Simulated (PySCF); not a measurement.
**Ag(OH)2: doublet, from a PBE minimum start**

The task is one start of a wider search on Ag(OH)2: the doublet, from a PBE minimum start. It is relaxed, tested by its Hessian and followed downhill if it is a saddle.

Computed with PySCF 2.14.0. Level: PBE, basis Ag def2-TZVP with ECP28, O def2-TZVP, H def2-TZVP, scalar-relativistic core potentials, no spin–orbit coupling, density fitting.

## Step 1: The system as given

5 atoms, charge 0, spin multiplicity 2.

Bond lengths: Ag1–O2 1.974 Å, Ag1–O3 1.974 Å, O2–H4 0.981 Å, O3–H5 0.981 Å. Angles: O2–Ag1–O3 180.0°, Ag1–O2–H4 110.1°, Ag1–O3–H5 110.1°.

Coordinates in bohr (charge 0 multiplicity 2):
```
Ag    0.0000    0.0000    0.0000
O     0.2279    0.0000    3.7230
O    -0.2279    0.0000   -3.7230
H    -1.4704    0.0000    4.4663
H     1.4704    0.0000   -4.4663
```

## Step 2: The SCF at the typed geometry

One driver script runs all steps and calls PySCF; scf.py shows how it sets up the SCF of each step. The optimiser is the driver's own. After this first run the driver tries any further starts and a stability analysis.

scf.py reads:

```python
from pyscf import gto, scf, dft
mol = gto.M(atom='''
Ag     0.000000     0.000000    -0.000000
O      0.120600     0.000000     1.970120
O     -0.120600     0.000000    -1.970120
H     -0.778120     0.000000     2.363450
H      0.778120     0.000000    -2.363450''',
    basis={'Ag': 'def2-TZVP', 'O': 'def2-TZVP', 'H': 'def2-TZVP'},
    ecp={'Ag': 'def2-TZVP'},
    charge=0, spin=1)
mf = dft.UKS(mol, xc='PBE')
mf.grids.atom_grid = (50, 194)
aux = {'Ag': 'def2-universal-JKFIT', 'O': 'def2-universal-JKFIT', 'H': 'def2-universal-JKFIT'}
mf = mf.density_fit(auxbasis=aux)
mf.conv_tol = 1e-08
mf.diis_space = 10
mf.max_cycle = 60
mf.init_guess = 'minao'
mf.verbose = 4
mf.kernel()
```

Launch:

```console
$ OMP_NUM_THREADS=4 python axn.py task.json out
```

The runs that follow: PBE minimum start, doublet: relaxation; Hessian and properties.

Q: Predict the outcome of this session. Wanted: minimum; geometry; wavenumbers; dipole moment; highest occupied, lowest empty level; polar-tensor charge of Ag1; zero-point energy; atomisation energy; ⟨S²⟩.

**Answer**, as computed:

| quantity | value |
| --- | --- |
| minimum | doublet, C2h |
| geometry | Ag–O 1.967 Å (×2), O–H 0.977 Å (×2); Ag–O–H 110.8° (×2), O–Ag–O 180.0° |
| wavenumbers (cm⁻¹) | 106 (au), 166 (bu), 472 (ag), 483 (au), 582 (bu), 713 (ag), 743 (bu), 3660 (bu), 3664 (ag) |
| dipole moment | 0.00 D |
| highest occupied, lowest empty level (either spin) | -6.51, -5.94 eV |
| polar-tensor charge of Ag1 | +0.36 e |
| zero-point energy | 63.3 kJ/mol |
| entropy at 298.15 K | 296.4 J/(mol K) |
| atomisation energy (no zero-point energy) | 1378 kJ/mol |
| ⟨S²⟩ | 0.754 |

In words: The PBE minimum start keeps its C2h symmetry and ends in a minimum. In the infrared the band at 3660 cm⁻¹ (bu) leads. Only this shape and spin were tried, so other structures or states may lie lower. One determinant may miss the lowest occupation of an open d or f shell.
